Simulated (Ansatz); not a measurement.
# Cu (diamond type): how the settings move a relaxation

Aim: see which settings change the result for Cu (diamond type), by how much, and at what cost.

Method: reference: DFT, PBEsol, PAW with Ansatz's default frozen-core files, scalar-relativistic, in Ansatz 0.2.0.

## (1) Starting point

It takes space group Fd-3m (No. 227, cubic). Conventional cell: a = 4.835 Å, b = 4.835 Å, c = 4.835 Å, α = 90.00°, β = 90.00°, γ = 90.00°. Cu (site symmetry -43m) is surrounded by 4 Cu at 2.09 Å.

Structure file:

```
Cu
1.0
     0.00000    2.41772    2.41772
     2.41772    0.00000    2.41772
     2.41772    2.41772    0.00000
Cu
2
Direct
  0.87500 0.87500 0.87500
  0.12500 0.12500 0.12500
```

## (2) Baseline

File input.yaml:

```yaml
crystal:
  lattice:
    - [0.0, 2.4177218275, 2.4177218275]
    - [2.4177218275, 0.0, 2.4177218275]
    - [2.4177218275, 2.4177218275, 0.0]
  atoms:
    - { symbol: Cu, position: [-0.125, -0.125, -0.125] }
    - { symbol: Cu, position: [0.125, 0.125, 0.125] }
kpoints:
  mp_grid: { grid: [14, 14, 14] }
scf:
  occupations: { method: fermi_dirac, width: 0.1 }
hamiltonian:
  xc: pbesol
  pseudopotentials: { kind: paw }
output:
  forces: true
  stress: true
  write_density: true
  write_potential: true
  elf: true
  volumetric_format: npy
relax:
  f_tol: 0.005
  max_steps: 40
  cell: {}
```

The run is started by

```
$ ansatz run input.yaml --threads 1 --pin off --max-ram 2048MiB --backend cpu --events-out ev --progress --plain --runs-dir out
```

## (3) Changed: xc_grid 4

Edit input.yaml of step 2 so:

```diff
@@ -26 +26,3 @@
   cell: {}
+basis:
+  xc_grid: 4
```

**Question.** What will these runs give? Wanted: for each run, ending; energy change; pressure; gap; force.

**Answer**, as computed:

```tsv
run	ending	energy change	pressure (GPa)	gap (eV)	force (eV/Å)	cycles	time
reference	converged	0	0.0	0.00	0.00	63	39 s
1: xc_grid 4	converged	0.0 meV/atom	0.0	0.00	0.00	63	41 s
```

**Reading.** Changing the numerical grids hardly moves the energy: 0.0 meV/atom.
